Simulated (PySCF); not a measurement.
# HfB: from the state search to spectroscopic constants

One job finds the state of HfB, follows it along the bond with each method and fits the curves.

Method: Hf def2-TZVPP with ECP60, B def2-TZVPP, scalar-relativistic core potentials; program: PySCF 2.14.0.

### 1 Input

The job is set up so:

```json
{
  "atoms": "Hf, B",
  "charge": "0",
  "basis": "Hf def2-TZVPP with ECP60, B def2-TZVPP",
  "Hamiltonian": "scalar-relativistic core potentials",
  "basis functions": "87",
  "electrons treated": "17",
  "masses in u": "179.9465, 11.0093",
  "levels": "PBE0, PBE, r²SCAN, B97-3, PW91, BLYP, M06, ωB97X, HF, MP2, SCS-MP2, CCSD, CCSD(T)",
  "grid": "80 radial by 434 angular points",
  "occupations": "held fixed by the projection of orbital angular momentum",
  "dissociation limit": "Hf + B, each in its ground configuration",
  "starting distance in angstrom": "2.215",
  "values of 2S to try": "1, 3, 5"
}
```

Started as:

```console
$ OMP_NUM_THREADS=1 python dia.py task.json out
```

After this run come: PBE0 along the bond; Other states along the same grid; PBE (GGA); r²SCAN; B97-3 (global hybrid GGA); PW91 (GGA); BLYP (GGA); M06 (hybrid meta-GGA); ωB97X (range-separated hybrid); ROHF (mean field); Correlated methods on the Hartree–Fock reference.

Before running it: what results should come out? Wanted: for each run, Re; ωe; De; μ.

As calculated:

Lowest PBE0 solution found, without spin–orbit coupling: quartet, unpaired electrons σ ↑, π ↑↑. State 2 has its PBE0 minimum 0.29 eV higher. State 3 has its PBE0 minimum 0.34 eV higher, as a spin-mixed determinant (⟨S²⟩ = 1.94), so this is no gap between pure states. State 4 has its PBE0 minimum 0.62 eV higher, as a spin-mixed determinant (⟨S²⟩ = 1.42), so this is no gap between pure states. The other levels ran on the lowest alone.

| level | Re (Å) | ωe (cm⁻¹) | De (eV) | μ (D) |
| --- | --- | --- | --- | --- |
| ROHF | 2.140 | 649 | 1.55 | -3.38 |
| ROHF-MP2 | 2.137 | 645 | 2.91 | n/a |
| ROHF-SCS-MP2 | 2.135 | 647 | 2.39 | n/a |
| ROHF-CCSD | 2.160 | 610 | 2.55 | n/a |
| ROHF-CCSD(T) | 2.171 | 603 | 2.83 | n/a |
| PBE | 2.174 | 578 | 3.27 | -2.67 |
| PW91 | 2.172 | 579 | 3.28 | -2.68 |
| BLYP | 2.196 | 554 | 2.78 | -2.51 |
| r²SCAN | 2.158 | 606 | 3.14 | -3.15 |
| PBE0 | 2.150 | 611 | 2.95 | -2.91 |
| B97-3 | 2.159 | 597 | 2.68 | -2.80 |
| M06 | 2.151 | 598 | 3.09 | -2.48 |
| ωB97X | 2.136 | 635 | 2.67 | -2.99 |

De is counted to Hf + B in their ground configurations. A positive dipole means Hf(−)B(+). ⟨S²⟩ is off the pure value of 3.75 by over a tenth at r²SCAN 4.37.

The methods spread over 0.061 Å in bond length, from ROHF-SCS-MP2 to BLYP. Among the levels with a De in the table, it runs from 1.55 eV (ROHF) to 3.28 eV (PW91).

Correlated steps freeze 1 core orbital. These are scalar-relativistic numbers at best; spin–orbit coupling would shift them, the dissociation energy most. The state is the lowest single determinant that the PBE0 search found; with open d or f shells the true ground state can be another one. T1 is 0.050 near the minimum (highest on the curve 0.060), which may point to more than one leading configuration. With spin–orbit coupling the term label itself may not hold.
